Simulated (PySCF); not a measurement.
# B3ClH5N: the cost of one run

Computed with PySCF 2.14.0, with density-fitted response routines of our own, on a single molecule in the gas phase. Atoms are numbered from 0 throughout.

## 1. The molecule as given

10 atoms, charge 0, multiplicity 1; geometry from: GFN2-xTB.

Bonds of the start (Å): B0–N1 1.43, N1–B2 1.44, N1–B3 1.44, B3–Cl4 1.70, B0–H5 1.17, B0–H6 1.17, B2–H7 1.17, B2–H8 1.17, B3–H9 1.17.

## 2. Excited states and response: CAM-B3LYP/def2-SVPD

What the job is given:

```
{"job": {"kind": "uv", "xc": "CAM-B3LYP", "basis": "def2-SVPD", "nstates": 8, "ntriplets": 3}, "charge": 0, "multiplicity": 1}
B     -0.694482    -1.244113    -0.086992
N     -0.030053    -0.018951     0.251973
B     -0.811773     1.135458     0.604870
B      1.410975     0.007529     0.205585
Cl     2.307735     1.275744     0.888173
H     -0.065893    -2.149300    -0.475622
H     -1.852085    -1.321488     0.032208
H     -1.964811     1.018899     0.744170
H     -0.295971     2.176800     0.726088
H      2.005242    -0.875924    -0.284218
```

Method: TDDFT CAM-B3LYP/def2-SVPD, vertical, gas phase, core orbitals frozen in the response.

Started as:

```bash
$ OMP_NUM_THREADS=1 python probes_run.py task.json out
```

One launch serves the whole session: the jobs run in the order shown.

**Question.** How long does this first job take on 1 thread of Intel Xeon at 2.50GHz, shared host, and how much memory does it need?

About 41 s, with a peak of 0.62 GiB.
